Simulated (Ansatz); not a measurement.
# CHBFNS: a ladder of functionals and wavefunction methods

How much do the methods differ for CHBFNS? The plan is to run it at one geometry with functionals of several rungs and with coupled cluster, and see how far each lands from CCSD(T) at the basis-set limit for the atomisation energy.

Method: functionals in def2-TZVPP, the program's frozen cores in correlated methods; program: Ansatz 0.2.0, Gaussian basis.

The runs, in order: LDA (SPW92), PBE-D4, revPBE-D4, BLYP-D4, r2SCAN-D4, B97M-V, PBE0-D4, B3LYP-D4, r2SCANh-D4, r2SCAN0-D4, HSE06-D4, BHLYP-D4, CAM-B3LYP-D4, LC-ωPBE, ωB97X-V, ωB97M-V, B2PLYP, PBE-QIDH; CCSD(T)/def2-SVP; CCSD(T)/def2-TZVPP; MP2/def2-QZVPP; extrapolation to the limit; RPA on PBE.

## Step 1: The geometry

An earlier PBE0-D4 in a triple-zeta def2 set relaxation fixed the geometry.

SMILES `FC1=NBS1`, 6 atoms, charge 0, spin multiplicity 1.

Atoms are counted from 1 here; the program's logs count them from 0.

Bond lengths: F1–C2 1.300 Å, C2–N3 1.272 Å, C2–S5 1.780 Å, N3–B4 1.461 Å, B4–S5 1.877 Å, B4–H6 1.186 Å. Angles: F1–C2–N3 126.2°, F1–C2–S5 122.2°, N3–C2–S5 111.5°, C2–N3–B4 87.7°, N3–B4–S5 98.2°, N3–B4–H6 131.6°, S5–B4–H6 130.2°, C2–S5–B4 62.5°.

## Step 2: LDA

This LDA is Slater exchange with PW92 correlation.

Contents of in.yaml:

```yaml
crystal:
  periodic: [false, false, false]
  atoms:
    - {symbol: F, position_ang: [0.990271, -1.943888, -0.335719]}
    - {symbol: C, position_ang: [0.404410, -0.799847, -0.138769]}
    - {symbol: N, position_ang: [-0.636071, -0.599340, 0.564238]}
    - {symbol: B, position_ang: [-0.528851, 0.815678, 0.214917]}
    - {symbol: S, position_ang: [1.006983, 0.711825, -0.859834]}
    - {symbol: H, position_ang: [-1.194740, 1.751572, 0.509067]}
basis:
  gaussian: {orbitals: def2-TZVPP}
hamiltonian: {xc: lda}
output: {orbitals: {seedname: orbitals}}
```

Launch:

```sh
$ ansatz run in.yaml --threads 2 --pin off --events-out ev --progress --plain --max-ram 4352MiB
```

The runs that follow: PBE-D4 (GGA); revPBE-D4 (GGA); BLYP-D4 (GGA); r2SCAN-D4 (meta-GGA); B97M-V (meta-GGA); B3LYP-D4 (hybrid); r2SCANh-D4 (hybrid); r2SCAN0-D4 (hybrid); HSE06-D4 (hybrid); BHLYP-D4 (hybrid); CAM-B3LYP-D4 (range-separated); LC-ωPBE (range-separated); ωB97X-V (range-separated); ωB97M-V (range-separated); B2PLYP (double hybrid); PBE-QIDH (double hybrid); CCSD(T) in def2-SVP; CCSD(T) in def2-TZVPP; MP2 in def2-QZVPP; RPA on PBE orbitals.

**Question.** What will the summary of the whole plan be? Wanted: atomisation energy, CCSD(T)/CBS; farthest beyond LDA; mean size of error, GGA; mean size of error, meta-GGA; mean size of error, hybrid; mean size of error, range-separated; mean size of error, double hybrid; gap, smallest and largest; T1 diagnostic.

The runs gave:

```
                               quantity                                      value
        atomisation energy, CCSD(T)/CBS                                  24.986 eV
    functionals within 0.125 eV (0.5 %)                                     B2PLYP
                    farthest beyond LDA                         PBE-D4 (+1.834 eV)
                mean size of error, GGA                                   1.101 eV
           mean size of error, meta-GGA                                   0.566 eV
             mean size of error, hybrid                                   0.571 eV
    mean size of error, range-separated                                   0.412 eV
      mean size of error, double hybrid                                   0.120 eV
              gap, smallest and largest  3.10 eV (LDA (SPW92)), 10.49 eV (LC-ωPBE)
                          T1 diagnostic                                     0.0156
triples share of the correlation energy                                      4.6 %
```

**Reading.** LDA overbinds by 5.629 eV (23 %). PBE-D4 is off by +1.834 eV. Double hybrids carry the basis error of their MP2 part in triple zeta, and no dispersion term here, so their miss is partly the set-up's. By mean error the best rung here is double hybrid (0.120 eV) and the worst beyond LDA is GGA (1.101 eV). The reference freezes the cores and leaves out relativity and excitations past (T), so misses under about 0.125 eV can't be ranked. Hartree-Fock recovers 65 % of the binding; the rest is correlation. CCSD(T) in def2-SVP is off by -1.583 eV, worse than the median functional, from the basis alone. Orbital gaps span 3.1 to 10.5 eV; exact exchange widens them.
